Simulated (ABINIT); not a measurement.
## GdO: single point with PBE

The system is GdO.

```
Gd O
1.0
     3.11330    0.00000    0.00000
    -1.55665    2.69620    0.00000
     0.00000    0.00000    3.03843
Gd O
1 1
Direct
  0.00000 0.00000 0.00000
  0.66667 0.33333 0.50000
```

The cell comes from a database or a generator and needn't be the stable form of this composition.

| Quantity | Value |
| --- | --- |
| Program | ABINIT 10.8.3 (patched build) |
| Task | single point |
| Functional | PBE |
| Potentials or basis | JTH PAW PBE v2.0 |
| Cutoff | 626 eV |
| k mesh | 10 × 10 × 9 |
| Occupations | fermi-dirac, width 0.05 eV |
| Spin | collinear spin, ferromagnetic start |
| Starting moments | [7.0, 0.0] μB |

```json
{"Pressure": "30.2 GPa", "Band gap on the k mesh": "none (metal or under the smearing width)", "Net moment": "0.42 μB per cell", "Site moments": "Gd +0.40; O +0.00 μB", "Valence electrons inside the program's atomic spheres": "Gd 15.92; O 4.58"}
```

Stress tensor (GPa, compression positive):
```
29.89  0.00  0.00
 0.00 29.89  0.00
 0.00  0.00 30.68
```

Levels at points of the mesh, in eV from the Fermi level:
Spin up:
```csv
k point,band 9,band 10,band 11,band 12,band 13,band 14,band 15,band 16
"(0.00, 0.00, 0.00)",-1.55,-1.17,-1.17,-1.12,-0.70,0.43,0.45,0.45
"(0.50, 0.00, 0.00)",-1.43,-1.09,-1.01,-1.00,-0.04,0.11,0.37,0.77
```
Spin down:
```
           k point  band 8  band 9  band 10  band 11  band 12  band 13  band 14  band 15  band 16  band 17
(0.00, 0.00, 0.00)   -4.08   -1.64    -1.22    -1.22    -0.88     0.14     0.58     0.58     1.28     2.26
(0.50, 0.00, 0.00)   -4.37   -1.51    -1.07    -0.99    -0.11    -0.01     0.68     0.79     1.12     4.67
```

Run time: 7.8 min on 1 thread of Arm Neoverse V1, with other jobs on the host, peak memory 0.21 GiB.

Caveat: a pressure of tens of GPa on the cell as given is suspect, and the run, the potentials or the cell itself is likely at fault; spin-orbit coupling is left out, which moves the levels of the heavy elements; the moment fell far below its start of 7 μB, so a state of higher moment may lie lower in energy; a cell with one magnetic atom can't hold antiferromagnetic order, which such compounds often take; without U or exact exchange the open f shell lies at the Fermi level, which spoils levels, moments and volumes. With open d or f shells a metallic result of PBE can be an artefact of self-interaction; +U or a hybrid may open a gap.
